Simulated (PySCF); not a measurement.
# InF: from the state search to spectroscopic constants

The task here is to estimate one member of a computed series from the others.

Program: PySCF 2.14.0. Level of theory: In x2c-TZVPPall, F x2c-TZVPPall, spin-free X2C with a Gaussian nucleus. These are calculated values, not measurements.

The first run:

A driver script around PySCF takes these settings:

```json
{
 "atoms": "In, F",
 "charge": "0",
 "basis": "In x2c-TZVPPall, F x2c-TZVPPall",
 "Hamiltonian": "spin-free X2C with a Gaussian nucleus",
 "basis functions": "91",
 "electrons treated": "58",
 "masses in u": "114.9039, 18.9984",
 "levels": "PBE0, PBE, r²SCAN, M06, LDA, BLYP, B3LYP, CAM-B3LYP, HF, MP2, SCS-MP2, CCSD, CCSD(T)",
 "grid": "80 radial by 434 angular points",
 "occupations": "held fixed by the projection of orbital angular momentum",
 "dissociation limit": "In + F, each in its ground configuration",
 "starting distance in angstrom": "2.005",
 "values of 2S to try": "0, 2"
}
```

Started as:

```bash
$ OMP_NUM_THREADS=1 python dia.py task.json out
```

Among the steps run: Set-up; The PBE0 curve of the state that the search chose; Higher solutions at PBE0; PBE; r²SCAN (meta-GGA); M06; LDA; BLYP (GGA); B3LYP (global hybrid GGA); CAM-B3LYP (range-separated hybrid); RHF (mean field); Correlated methods on the Hartree–Fock reference.

One table of the session follows, with a row left open; its other results are not shown here.

Energy (eV) from each level's lowest point:

| R (Å) | RHF | RHF-MP2 | RHF-SCS-MP2 | RHF-CCSD | RHF-CCSD(T) |
| --- | --- | --- | --- | --- | --- |
| 1.723 | 0.972 | 1.030 | 1.062 | n/a | n/a |
| 1.803 | 0.390 | 0.435 | 0.455 | 0.422 | 0.435 |
| 1.883 | 0.097 | 0.124 | 0.136 | 0.115 | 0.123 |
| 1.943 | ? | ? | ? | ? | ? |
| 2.003 | 0.000 | 0.000 | 0.000 | 0.000 | 0.000 |
| 2.063 | 0.050 | 0.038 | 0.033 | 0.042 | 0.039 |
| 2.143 | 0.181 | 0.155 | 0.144 | 0.164 | 0.157 |
| 2.243 | 0.409 | 0.370 | 0.352 | 0.385 | 0.374 |
| 2.364 | 0.732 | 0.684 | 0.658 | 0.704 | 0.690 |
| 2.524 | 1.187 | 1.138 | 1.103 | n/a | n/a |

Estimate the missing values for R (Å) = 1.943.

Worked estimate for «RHF». A straight line through the neighbours (1.883, 0.097) and (2.003, 0.000) gives 0.097 + (0.000 − 0.097) × (1.943 − 1.883) / (2.003 − 1.883) = 0.049; a parabola fitted to 4 rows on both sides gives 0.003.

As computed: RHF: 0.008; RHF-MP2: 0.022; RHF-SCS-MP2: 0.027; RHF-CCSD: 0.017; RHF-CCSD(T): 0.021. In «RHF» the line misses by +0.041 and the parabola by -0.005.

Caveats from the session: Lowest PBE0 solution found, without spin–orbit coupling: ¹Σ⁺ (singlet), closed shell. Warnings in the runs' records: inverted.
